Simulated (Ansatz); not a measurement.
# Ba5In4Bi5: the cost of one run

Method: DFT PBEsol, scalar-relativistic, plane waves, PAW, in Ansatz 0.2.0.

### 1 The structure to begin with

Symmetry: P4nc, No. 104, tetragonal system. Conventional cell: a = 10.767 Å, b = 10.767 Å, c = 9.119 Å, α = 90.00°, β = 90.00°, γ = 90.00°. Around Ba (site symmetry 4) lie 5 Bi at 3.52 to 3.54 Å and 4 In at 3.71 Å. Ba (site symmetry 1) is surrounded by 5 Bi at 3.56 to 3.74 Å and 3 In at 3.76 to 3.91 Å. In (site symmetry 1) is surrounded by 3 Bi at 2.96 to 3.37 Å and 2 In at 3.02 Å. Bi (site symmetry 4) is surrounded by 4 In at 3.35 Å and 5 Ba at 3.52 to 3.56 Å. Around Bi (site symmetry 1) lie 2 In at 2.96 to 3.37 Å.

Coordinates:

```
CELL_PARAMETERS angstrom
10.76663 0.00000 0.00000
0.00000 10.76663 0.00000
0.00000 0.00000 9.11937
ATOMIC_POSITIONS crystal
Ba 0.00000 0.00000 0.19767
Ba 0.50000 0.50000 0.69767
Ba 0.19066 0.60479 0.37453
Ba 0.60479 0.80934 0.37453
Ba 0.39521 0.19066 0.37453
Ba 0.80934 0.39521 0.37453
Ba 0.69066 0.89521 0.87453
Ba 0.30934 0.10479 0.87453
Ba 0.89521 0.30934 0.87453
Ba 0.10479 0.69066 0.87453
In 0.68511 0.57196 0.02973
In 0.31489 0.42804 0.02973
In 0.42804 0.68511 0.02973
In 0.57196 0.31489 0.02973
In 0.92804 0.81489 0.52973
In 0.81489 0.07196 0.52973
In 0.18511 0.92804 0.52973
In 0.07196 0.18511 0.52973
Bi 0.00000 0.00000 0.81203
Bi 0.50000 0.50000 0.31203
Bi 0.89039 0.69030 0.19376
Bi 0.10961 0.30970 0.19376
Bi 0.30970 0.89039 0.19376
Bi 0.69030 0.10961 0.19376
Bi 0.80970 0.60961 0.69376
Bi 0.60961 0.19030 0.69376
Bi 0.39039 0.80970 0.69376
Bi 0.19030 0.39039 0.69376
```

It goes back to an entry of the Materials Project.

It is the result of an earlier relaxation at this level (volume 37.75 Å³/atom; gap on the mesh: none (metal)).

### 2 Relaxing with PBEsol

Contents of input.yaml:

```yaml
crystal:
  lattice:
    - [10.7666291499, 0.0, 0.0]
    - [0.0, 10.7666291499, 0.0]
    - [0.0, 0.0, 9.1193655886]
  atoms:
    - { symbol: Ba, position: [0.0, 0.0, 0.197672899] }
    - { symbol: Ba, position: [0.5, 0.5, 0.697672899] }
    - { symbol: Ba, position: [0.190660228, 0.6047912498, 0.3745284804] }
    - { symbol: Ba, position: [0.6047912498, 0.809339772, 0.3745284804] }
    - { symbol: Ba, position: [0.3952087502, 0.190660228, 0.3745284804] }
    - { symbol: Ba, position: [0.809339772, 0.3952087502, 0.3745284804] }
    - { symbol: Ba, position: [0.690660228, 0.8952087502, 0.8745284804] }
    - { symbol: Ba, position: [0.309339772, 0.1047912498, 0.8745284804] }
    - { symbol: Ba, position: [0.8952087502, 0.309339772, 0.8745284804] }
    - { symbol: Ba, position: [0.1047912498, 0.690660228, 0.8745284804] }
    - { symbol: In, position: [0.6851143232, 0.571957153, 0.0297340311] }
    - { symbol: In, position: [0.3148856768, 0.428042847, 0.0297340311] }
    - { symbol: In, position: [0.428042847, 0.6851143232, 0.0297340311] }
    - { symbol: In, position: [0.571957153, 0.3148856768, 0.0297340311] }
    - { symbol: In, position: [0.928042847, 0.8148856768, 0.5297340311] }
    - { symbol: In, position: [0.8148856768, 0.071957153, 0.5297340311] }
    - { symbol: In, position: [0.1851143232, 0.928042847, 0.5297340311] }
    - { symbol: In, position: [0.071957153, 0.1851143232, 0.5297340311] }
    - { symbol: Bi, position: [0.0, 0.0, 0.8120339207] }
    - { symbol: Bi, position: [0.5, 0.5, 0.3120339207] }
    - { symbol: Bi, position: [0.890394182, 0.6903004387, 0.1937557835] }
    - { symbol: Bi, position: [0.109605818, 0.3096995613, 0.1937557835] }
    - { symbol: Bi, position: [0.3096995613, 0.890394182, 0.1937557835] }
    - { symbol: Bi, position: [0.6903004387, 0.109605818, 0.1937557835] }
    - { symbol: Bi, position: [0.8096995613, 0.609605818, 0.6937557835] }
    - { symbol: Bi, position: [0.609605818, 0.1903004387, 0.6937557835] }
    - { symbol: Bi, position: [0.390394182, 0.8096995613, 0.6937557835] }
    - { symbol: Bi, position: [0.1903004387, 0.390394182, 0.6937557835] }
basis:
  ecutwfc: 420
kpoints:
  mp_grid: { grid: [4, 4, 4] }
hamiltonian:
  xc: pbesol
scf:
  occupations: { method: gaussian, width: 0.1 }
output:
  forces: true
  stress: true
  eigenvalues: true
  write_density: true
  write_potential: true
  elf: true
  volumetric_format: npy
relax:
  adjacent_minimum: "off"
  f_tol: 0.005
  max_steps: 50
  cell: { stress_tol: 0.05 }
```

Launch:

```console
$ ansatz run input.yaml --threads 8 --pin off --max-ram 22528MiB --backend cpu --events-out ev --progress --plain --runs-dir out
```

What time and memory should one allow on 8 threads of Intel Xeon 6975P-C (Granite Rapids), shared host?

About 4.2 min, with a peak of 8.7 GiB.
